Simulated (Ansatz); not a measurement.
**Manganese, dhcp under r²SCAN: structure, energy and stiffness**

Aim: take manganese in the dhcp structure, relax it, solve it on a dense k-mesh, then scale the cell to 7 volumes from 88 to 112 % of the relaxed one and try a fit of the equation of state. Spin polarisation is left out, though the real metal is magnetic, so this state lies above the ground state. The k-meshes are 14×14×4 for the relaxation; 19×19×6 for the dense run; 16×16×5 for the volumes.

Method: DFT r2SCAN, plane waves (500 eV) with PAW, scalar-relativistic; the PAW data stem from PBE, with regenerated cores, in Ansatz 0.2.0.

### Step 1. The structure to begin with

It takes space group P6_3/mmc (No. 194, hexagonal). The conventional cell has a = 2.552 Å, b = 2.552 Å, c = 8.334 Å, α = 90.00°, β = 90.00°, γ = 120.00°. Mn (site symmetry -3m) is surrounded by 12 Mn at 2.55 Å. Mn (site symmetry -6m2) is surrounded by 12 Mn at 2.55 Å.

Structure file:

```xyz
4
Lattice="2.5518 0.0000 0.0000 -1.2759 2.2099 0.0000 0.0000 0.0000 8.3341" Properties=species:S:1:pos:R:3 pbc="T T T"
Mn    0.0000    0.0000    0.0000
Mn    0.0000    0.0000    4.1671
Mn    0.0000    1.4733    2.0835
Mn    1.2759    0.7366    6.2506
```

### Step 2. Relaxation of the cell

File input.yaml:

```yaml
crystal:
  lattice:
    - [2.5517868831, 0.0, 0.0]
    - [-1.2758934415, 2.2099122658, 0.0]
    - [0.0, 0.0, 8.3341359602]
  atoms:
    - { symbol: Mn, position: [0.0, 0.0, 0.0] }
    - { symbol: Mn, position: [0.0, 0.0, 0.5] }
    - { symbol: Mn, position: [0.3333333333, 0.6666666667, 0.25] }
    - { symbol: Mn, position: [0.6666666667, 0.3333333333, 0.75] }
hamiltonian:
  xc: r2scan
  pseudopotentials:
    kind: paw
    azcp:
      Mn: "pseudopotentials/Mn.paw.azcp"
basis:
  ecutwfc: 500
  fft_grid_basis: typed
kpoints:
  mp_grid: { grid: [14, 14, 4], shift: [0, 0, 0] }
magnetization:
  spin_polarized: false
scf:
  occupations: { method: fermi_dirac, width: 0.1 }
relax:
  max_steps: 60
  f_tol: 0.01
  cell: {}
```

Started as:

```sh
ansatz run input.yaml --threads 1 --pin off --max-ram 3584MiB --backend cpu --events-out ev --progress --plain --runs-dir out
```

After this run come: Dense single point; At 88 % of the relaxed volume; At 92 % of the relaxed volume; At 96 % of the relaxed volume; At 100 % of the relaxed volume; At 104 % of the relaxed volume; At 108 % of the relaxed volume; At 112 % of the relaxed volume.

Before running it: what results should come out? Wanted: space group; conventional cell; volume; shortest distance; gap on the mesh; relative to alpha-Mn; V₀, B₀, B₀′.

The runs gave:

```
                                 quantity                                   value
           space group (spins left aside)                      P6_3/mmc (No. 194)
                        conventional cell  a = 2.460 Å, c = 7.958 Å (c/a = 3.235)
                                   volume                          10.424 Å³/atom
                        shortest distance                                 2.444 Å
                          gap on the mesh            none (levels filled in part)
relative to alpha-Mn (A12), ferrimagnetic                           +420 meV/atom
                              V₀, B₀, B₀′            10.408 Å³/atom, 309 GPa, 4.3
```

What this shows: The relaxation shrank the cell by 11.3 % in volume. Against the reference form of manganese (alpha-Mn (A12), ferrimagnetic, computed apart with the same settings) it stands 420 meV/atom higher; part of this is magnetic energy, as this run has no moments. No gap shows: it is a metal or semimetal at this level. B₀ comes out at 309 GPa, among the stiffest elements; letting shape and positions relax at each volume could only lower it. The symmetry was held, so the structure may be unstable against distortions that break it.
